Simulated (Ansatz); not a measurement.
# C₄H₈Si: small, medium and large basis sets

An exercise on one series of results from a longer session: the logs are not shown, and one member is left open.

Program: Ansatz 0.2.0, Gaussian basis. Level of theory: one geometry, several basis sets. These are calculated values, not measurements.

The runs, in order: PBE0-D4/def2-SVP; ωB97M-V/def2-SVP; PBE0-D4/def2-QZVPP; ωB97M-V/def2-QZVPP; the functionals' def2-TZVPP values are taken from earlier runs.

## The geometry

All runs share one geometry, relaxed beforehand with PBE0-D4 in a triple-zeta def2 set.

SMILES `C=CC1C[SiH2]1`, 13 atoms, charge 0, spin multiplicity 1.

Atoms are counted from 1 here; the program's logs count them from 0.

Bond lengths: C1–C2 1.330 Å, C1–H6 1.083 Å, C1–H7 1.084 Å, C2–C3 1.470 Å, C2–H8 1.088 Å, C3–C4 1.534 Å, C3–Si5 1.871 Å, C3–H9 1.088 Å, C4–Si5 1.846 Å, C4–H10 1.084 Å, C4–H11 1.085 Å, Si5–H12 1.479 Å, Si5–H13 1.476 Å. Angles: C2–C1–H6 120.8°, C2–C1–H7 122.5°, H6–C1–H7 116.7°, C1–C2–C3 127.2°, C1–C2–H8 118.3°, C3–C2–H8 114.5°, C2–C3–C4 120.9°, C2–C3–Si5 119.3°, C2–C3–H9 114.1°, C4–C3–Si5 64.8°, C4–C3–H9 114.6°, Si5–C3–H9 114.5°, C3–C4–Si5 66.5°, C3–C4–H10 116.7°, C3–C4–H11 115.5°, Si5–C4–H10 119.3°, Si5–C4–H11 118.7°, H10–C4–H11 112.6° and more.

As a file:

```
atom    x (Å)    y (Å)    z (Å)
  C1  -1.6717   0.9662  -0.5329
  C2  -1.3155  -0.1154   0.1549
  C3  -0.0176  -0.8041   0.1181
  C4   1.1202  -0.2937  -0.7756
 Si5   1.4393  -0.0617   1.0276
  H6  -2.6515   1.4084  -0.4020
  H7  -1.0115   1.4471  -1.2458
  H8  -2.0336  -0.5443   0.8507
  H9  -0.0882  -1.8872   0.1879
 H10   0.9035   0.5717  -1.3923
 H11   1.6741  -1.0585  -1.3094
 H12   2.4132  -0.9403   1.7113
 H13   1.2597   1.2769   1.6225
```

Set-up of the first run:

Input file in.yaml:

```yaml
crystal:
  periodic: [false, false, false]
  atoms:
    - {symbol: C, position_ang: [-1.671742, 0.966225, -0.532924]}
    - {symbol: C, position_ang: [-1.315455, -0.115356, 0.154855]}
    - {symbol: C, position_ang: [-0.017598, -0.804114, 0.118094]}
    - {symbol: C, position_ang: [1.120151, -0.293677, -0.775590]}
    - {symbol: Si, position_ang: [1.439335, -0.061740, 1.027592]}
    - {symbol: H, position_ang: [-2.651456, 1.408421, -0.401981]}
    - {symbol: H, position_ang: [-1.011530, 1.447140, -1.245827]}
    - {symbol: H, position_ang: [-2.033620, -0.544302, 0.850690]}
    - {symbol: H, position_ang: [-0.088250, -1.887223, 0.187921]}
    - {symbol: H, position_ang: [0.903532, 0.571692, -1.392312]}
    - {symbol: H, position_ang: [1.674144, -1.058548, -1.309392]}
    - {symbol: H, position_ang: [2.413221, -0.940259, 1.711301]}
    - {symbol: H, position_ang: [1.259670, 1.276941, 1.622473]}
basis:
  gaussian: {orbitals: def2-SVP}
hamiltonian: {xc: pbe0, dispersion: d4}
output: {orbitals: {seedname: orbitals}}
```

On the command line:

```
> ansatz run in.yaml --threads 4 --pin off --events-out ev --progress --plain --max-ram 10444MiB
```

Steps of the session up to this table: PBE0-D4 in def2-SVP; ωB97M-V in def2-SVP; PBE0-D4 in def2-QZVPP; ωB97M-V in def2-QZVPP.

One of the session's tables, all rows but one given; the rest of the session is left out.

It belongs to the step «Density functionals: the series». 

| functional | basis | HOMO (eV) | LUMO (eV) |
| --- | --- | --- | --- |
| PBE0-D4 | def2-SVP | ? | ? |
| PBE0-D4 | def2-TZVPP | -6.35 | -0.17 |
| PBE0-D4 | def2-QZVPP | -6.36 | -0.27 |
| ωB97M-V | def2-SVP | -8.39 | 2.12 |
| ωB97M-V | def2-TZVPP | -8.43 | 1.58 |
| ωB97M-V | def2-QZVPP | -8.44 | 1.28 |

**Question.** Estimate the row for PBE0-D4, def2-SVP.

As computed: HOMO (eV): -6.32; LUMO (eV): 0.13. In the column «HOMO (eV)» it is the highest.
